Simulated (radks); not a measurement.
# Pb⁸⁰⁺ in [He]: an all-electron calculation

Wanted: eigenvalues, radial structure and energy terms of the lead ion Pb80+.

Method: scalar-relativistic Kohn-Sham, PBE, spin-polarised, spherical densities, point nucleus. Code: radks (a radial shooting solver on a logarithmic mesh, Libxc functionals) version 1.

## Step 1: The atom as given

```
element       : lead (Z = 82)
charge        : +80
electrons     : 2
configuration : [He]
```

The outer shells:

Pb⁸⁰⁺
```
1s [↑↓]
```

## Step 2: The run

Settings of this run:

```text
Z 82
configuration [He]
relativity scalar-relativistic
functional pbe,pbe
spin polarised
nucleus point
c 137.035999084
```

**Question.** What will this run give?

The runs gave:

| quantity | value |
| --- | --- |
| total energy | -7406.0490 hartree |
| exchange-correlation share of it | 0.81 % |
| −T/E | 1.2466 |
| highest occupied level | 1s, -99357 eV |
| most extended occupied level | 1s up, <r> = 0.0160 bohr |
| radius at density 0.001 e/bohr³ | 0.116 bohr |
| maxima of the radial density | 1 |
| ionisation energy, NIST | 99491.8 (theory) eV |

What this shows: 1 principal shells are occupied and 1 maxima appear in the radial density. Relativity lifts −T/E to 1.247. The top level binds by 99357 eV, 100 % of the NIST ionisation energy of 99491.8 eV. Nuclear size, the Breit interaction and QED, all absent here, shift the 1s and 2s values of heavy ions.
